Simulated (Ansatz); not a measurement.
# CF₂I+: energies up the ladder

Wanted for CF₂I+: energies up the ladder. Charge +1.

Program: Ansatz 0.2.0. Level of theory: the levels named in each step. These are calculated values, not measurements.

## (1) Starting point

Bond lengths: F1–C2 1.260 Å, C2–F3 1.259 Å, C2–I4 2.017 Å. Angles: F1–C2–F3 114.5°, F1–C2–I4 122.7°, F3–C2–I4 122.8°.

Structure file:

```xyz
4

F    -2.0156   -0.9932    0.0182
C    -1.2994    0.0435    0.0142
F    -1.9452    1.1247    0.0255
I     0.7159   -0.0236   -0.0079
```

## (2) A rough first relaxation, PBE-D4/def2-SVP

Input file input.yaml:

```yaml
crystal:
  periodic: [false, false, false]
  atoms:
    - { symbol: F, position_ang: [-2.0156, -0.99323, 0.01819] }
    - { symbol: C, position_ang: [-1.29939, 0.04352, 0.01416] }
    - { symbol: F, position_ang: [-1.94523, 1.12468, 0.02549] }
    - { symbol: I, position_ang: [0.71595, -0.02357, -0.00789] }
total_charge: 1
basis:
  gaussian: { orbitals: def2-SVP }
hamiltonian:
  xc: pbe
  dispersion: d4
relax:
  f_tol: 0.03
  max_steps: 200
```

Command:

```console
> ansatz run input.yaml --threads 4 --pin off --max-ram 10240MiB --backend cpu --events-out ev --progress --plain --runs-dir out
```

After this run come: Relaxation, PBE0-D4/def2-TZVPP; Frequencies, PBE0-D4/def2-TZVPP; Single point, PBE-D4/def2-TZVPP; Single point, r2SCAN-D4/def2-TZVPP; Single point, B3LYP-D4/def2-TZVPP; Single point, wB97M-V/def2-TZVPP; Single point, B2PLYP/def2-TZVPP; Single point, LDA/def2-TZVPP; Single point, PBE0-D4/def2-SVP; Single point, PBE-D4/def2-SVP; Single point, CCSD(T)/def2-TZVPP; Single point, CCSD(T)/def2-QZVPP.

What does the calculation give? Wanted: F1–C2 at PBE0-D4/def2-TZVPP; C2–F3 at PBE0-D4/def2-TZVPP; C2–I4 at PBE0-D4/def2-TZVPP; frequencies at PBE0-D4/def2-TZVPP; energy at CCSD(T)/CBS.

**Answer**, as computed:

| quantity | value |
| --- | --- |
| F1–C2 at PBE0-D4/def2-TZVPP | 1.254 Å |
| C2–F3 at PBE0-D4/def2-TZVPP | 1.254 Å |
| C2–I4 at PBE0-D4/def2-TZVPP | 1.987 Å |
| frequencies at PBE0-D4/def2-TZVPP | 310 to 1501 cm⁻¹ |
| energy at CCSD(T)/CBS | -14548.862 eV |

**Reading.** No mode is imaginary, so the geometry is a minimum. These totals serve in differences with atoms or fragments at the same level; alone they don't rank the methods. Heavy atoms carry effective core potentials in def2 sets, and spin-orbit coupling is left out.
